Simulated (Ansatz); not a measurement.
# BGaH7NSi: up Jacob's ladder to CCSD(T)

An exercise on one series of results from a longer session: the logs are not shown, and one member is left open.

Computed with Ansatz 0.2.0, Gaussian basis. Level: functionals in def2-TZVPP, the program's frozen cores in correlated methods.

Levels to be run: PBE-D4, r2SCAN-D4, PBE0-D4, B3LYP-D4, ωB97X-V, ωB97M-V, B2PLYP; CCSD(T)/def2-TZVPP; MP2/def2-QZVPP; extrapolation to the limit.

### The relaxed structure

All runs share one geometry, relaxed beforehand with PBE0-D4 in a triple-zeta def2 set.

11 atoms, charge 0, spin multiplicity 1.

Atoms are counted from 1 here; the program's logs count them from 0.

Bond lengths: N1–B2 1.444 Å, N1–H5 1.008 Å, N1–H6 1.008 Å, B2–Ga3 2.338 Å, B2–H7 1.196 Å, B2–H8 1.196 Å, Ga3–Si4 2.524 Å, Si4–H9 1.492 Å, Si4–H10 1.498 Å, Si4–H11 1.498 Å. Angles: B2–N1–H5 122.6°, B2–N1–H6 122.6°, H5–N1–H6 112.4°, N1–B2–Ga3 76.6°, N1–B2–H7 118.0°, N1–B2–H8 118.0°, Ga3–B2–H7 102.7°, Ga3–B2–H8 102.7°, H7–B2–H8 122.2°, B2–Ga3–Si4 116.5°, Ga3–Si4–H9 114.5°, Ga3–Si4–H10 111.7°, Ga3–Si4–H11 111.7°, H9–Si4–H10 106.3°, H9–Si4–H11 106.3°, H10–Si4–H11 105.9°.

The first run:

The input, in.yaml:

```yaml
crystal:
  periodic: [false, false, false]
  atoms:
    - {symbol: N, position_ang: [-0.458852, 1.128082, 0.222919]}
    - {symbol: B, position_ang: [-0.487749, 1.142831, 1.666274]}
    - {symbol: Ga, position_ang: [0.381044, -0.968837, 1.162151]}
    - {symbol: Si, position_ang: [0.644075, -1.523012, -1.286508]}
    - {symbol: H, position_ang: [-1.275058, 0.933571, -0.335070]}
    - {symbol: H, position_ang: [0.274987, 1.566844, -0.310279]}
    - {symbol: H, position_ang: [0.419011, 1.670632, 2.241074]}
    - {symbol: H, position_ang: [-1.520092, 0.878544, 2.210051]}
    - {symbol: H, position_ang: [1.196833, -2.882753, -1.556836]}
    - {symbol: H, position_ang: [-0.662870, -1.448531, -2.014967]}
    - {symbol: H, position_ang: [1.554070, -0.554570, -1.978110]}
basis:
  gaussian: {orbitals: def2-TZVPP}
hamiltonian: {xc: pbe, dispersion: d4}
output: {forces: true, orbitals: {seedname: orbitals}}
```

On the command line:

```console
ansatz run in.yaml --threads 4 --pin off --events-out ev --progress --plain --max-ram 10444MiB
```

Steps of the session up to this table: PBE-D4 (GGA); r2SCAN-D4 (meta-GGA); PBE0-D4 (hybrid); B3LYP-D4 (hybrid); ωB97X-V (range-separated); ωB97M-V (range-separated); B2PLYP (double hybrid); CCSD(T) in def2-TZVPP; MP2 in def2-QZVPP.

One table of the session follows, with a row left open; its other results are not shown here.

```
            method  atomisation energy (kJ/mol)
            PBE-D4                       3358.3
         r2SCAN-D4                       3334.1
           PBE0-D4                       3312.5
          B3LYP-D4                       3340.8
           ωB97X-V                       3331.9
           ωB97M-V                       3328.5
            B2PLYP                       3283.7
     HF/def2-TZVPP                            ?
    MP2/def2-TZVPP                       3232.2
   CCSD/def2-TZVPP                       3191.5
CCSD(T)/def2-TZVPP                       3236.7
           MP2/CBS                       3316.1
       CCSD(T)/CBS                       3320.6
```

Q: Estimate the row for HF/def2-TZVPP from the others.

The run gave: atomisation energy (kJ/mol): 2409.1. In the column «atomisation energy (kJ/mol)» it is the lowest.
